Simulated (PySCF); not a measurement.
# HoH2: sextet, from a side-on start

Aim: relax HoH2 as a sextet from a side-on start, check by its vibrations whether the end is a minimum, and collect its spectrum and constants.

The runs use PySCF 2.14.0; PBE0, basis Ho def2-TZVP with ECP28, H def2-TZVP, scalar-relativistic core potentials, no spin–orbit coupling, density fitting.

## 1. The system as given

3 atoms, charge 0, spin multiplicity 6.

Bond lengths: Ho1–H2 2.020 Å, Ho1–H3 2.020 Å, H2–H3 0.840 Å. Angles: H2–Ho1–H3 24.0°, Ho1–H2–H3 78.0°, Ho1–H3–H2 78.0°.

Z-matrix (Å, degrees; charge 0 multiplicity 6):
```
Ho
H  1 2.0196
H  1 2.0196 2 24.01
```

## 2. The SCF at the typed geometry

One driver script runs all steps and calls PySCF; scf.py shows how it sets up the SCF of each step. The optimiser is the driver's own. After this first run the driver tries any further starts and a stability analysis.

scf.py

```python
from pyscf import gto, scf, dft
mol = gto.M(atom='''
Ho     0.000000     0.000000     0.000000
H      0.420000     0.000000     1.975445
H     -0.420000     0.000000     1.975445''',
    basis={'Ho': 'def2-TZVP', 'H': 'def2-TZVP'},
    ecp={'Ho': 'def2-TZVP'},
    charge=0, spin=5)
mf = dft.UKS(mol, xc='PBE0')
mf.grids.atom_grid = (50, 194)
aux = {'Ho': 'def2-universal-JKFIT', 'H': 'def2-universal-JKFIT'}
mf = mf.density_fit(auxbasis=aux)
mf.conv_tol = 1e-08
mf.diis_space = 10
mf.max_cycle = 60
mf.init_guess = 'minao'
mf.verbose = 4
mf.kernel()
```

Launch:

```sh
$ OMP_NUM_THREADS=2 python axn.py task.json out
```

After this run come: Relaxation: side-on start, sextet; Frequencies.

Q: Predict the outcome of this session. Wanted: minimum; geometry; wavenumbers; dipole moment; highest occupied, lowest empty level; polar-tensor charge of Ho1; zero-point energy; ⟨S²⟩.

As calculated:

| quantity | value |
| --- | --- |
| minimum | sextet, C2v |
| geometry | Ho–H 2.245 Å (×2), H–H 0.854 Å; H–Ho–H 21.9°, H–H–Ho 79.0° (×2) |
| wavenumbers (cm⁻¹) | 699, 1148, 2647 |
| dipole moment | 2.15 D |
| highest occupied, lowest empty level (either spin) | -2.97, -1.85 eV |
| polar-tensor charge of Ho1 | +0.29 e |
| zero-point energy | 26.9 kJ/mol |
| entropy at 298.15 K | 246.7 J/(mol K) |
| ⟨S²⟩ | 8.753 |

The molecule stays C2v, as typed, and the end point is a minimum. The strongest infrared band lies at 2647 cm⁻¹. Most of the spin sits on Ho1 (Mulliken spin 4.68, against 5 for the whole molecule). The first SCF alone would have been 123 kJ/mol too high. Other starts or spin states, not run here, may lie lower. The SCF density has lower symmetry than the nuclear frame. Open d and f shells are described by one determinant, and the ground state may have another occupation or spin. Spin–orbit coupling, left out here, can matter for elements this heavy.
